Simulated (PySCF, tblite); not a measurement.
**C3H10BCl2N: geometry, infrared bands and NMR shifts**

What infrared bands and NMR shifts should C3H10BCl2N (`CCC[B-]([NH3+])(Cl)Cl`) show?

Computed with tblite 0.8.0 and PySCF 2.14.0, with density-fitted response routines of our own, on a single molecule in the gas phase. Atoms count from 0, in the outputs and in this text.

### 1 The starting structure

17 atoms, charge 0, multiplicity 1; geometry from: force field or distance geometry start.

Bonds of the start (Å): C0–C1 1.53, C1–C2 1.52, C2–B3 1.62, B3–N4 1.55, B3–Cl5 1.86, B3–Cl6 1.87, C0–H7 1.11, C0–H8 1.11, C0–H9 1.10, C1–H10 1.12, C1–H11 1.11, C2–H12 1.12, C2–H13 1.11, N4–H14 1.04, N4–H15 1.05, N4–H16 1.04.

### 2 Geometry optimisation with GFN2-xTB

What the job is given:

```
{"job": {"kind": "relax", "xc": "GFN2-xTB", "basis": "xTB"}, "charge": 0, "multiplicity": 1}
C      2.299900     0.853900     0.017900
C      1.014300     0.204000     0.537000
C      0.041800    -0.089500    -0.591800
B     -1.305900    -0.861200    -0.125800
N     -2.042300    -0.095900     1.001200
Cl    -2.439700    -1.051200    -1.585900
Cl    -0.872600    -2.572100     0.484200
H      2.989000     1.065100     0.867600
H      2.054400     1.815200    -0.481000
H      2.797700     0.183600    -0.699200
H      1.293600    -0.747800     1.059200
H      0.551000     0.880500     1.290500
H     -0.273300     0.876000    -1.057100
H      0.539200    -0.705200    -1.373000
H     -2.989200    -0.505400     1.147900
H     -2.158900     0.908700     0.731100
H     -1.506100    -0.146600     1.893300
```

Started as:

```bash
OMP_NUM_THREADS=1 python probes_run.py task.json out
```

One launch serves the whole session: the jobs run in the order shown.

**Question.** This job is followed by: GFN2-xTB harmonic vibrations, gas phase; GIAO PBE0/pcSseg-1 NMR shielding, non-relativistic, gas phase. Predict these results of the whole session: strongest single infrared mode (GFN2-xTB); zero-point energy (GFN2-xTB); ¹³C shifts against TMS (PBE0/pcSseg-1); ¹H shifts against TMS (PBE0/pcSseg-1, means over atoms taken as alike); ¹¹B shifts against BF3·OEt2 (PBE0/pcSseg-1); ¹⁵N shifts against NH3 (PBE0/pcSseg-1); ³⁵Cl shifts against HCl (PBE0/pcSseg-1, means over atoms taken as alike); surface potential, 1st and 99th percentile.

**Answer**, as computed:

| quantity | value |
| --- | --- |
| strongest single infrared mode (GFN2-xTB) | 1262 cm⁻¹, 276 km/mol |
| zero-point energy (GFN2-xTB) | 86.0 kcal/mol |
| ¹³C shifts against TMS (PBE0/pcSseg-1) | 32.8, 23.9, 19.9 ppm |
| ¹H shifts against TMS (PBE0/pcSseg-1, means over atoms taken as alike) | 3.29, 1.10, 1.09, 0.78 ppm |
| ¹¹B shifts against BF3·OEt2 (PBE0/pcSseg-1) | 3.1 ppm |
| ¹⁵N shifts against NH3 (PBE0/pcSseg-1) | 78.3 ppm |
| ³⁵Cl shifts against HCl (PBE0/pcSseg-1, means over atoms taken as alike) | 66 ppm |
| surface potential, 1st and 99th percentile | -1.39 V and 2.86 V |

**Reading.** Relaxing lowered the energy by 0.249 eV in 32 steps; the close pair that moved most is B3–N4, from 1.549 to 1.647 Å. No mode is imaginary among the 45: a minimum at this level. The strongest single mode, at 1262 cm⁻¹, moves mainly H14, H16 and H15. GFN2-xTB is a fitted tight-binding method: band positions and strengths are rough. Its intensities can rank the bands wrongly. At PBE0/pcSseg-1: The largest span, 206 ppm, is at Cl5, Cl6, where the paramagnetic term is -264 ppm.
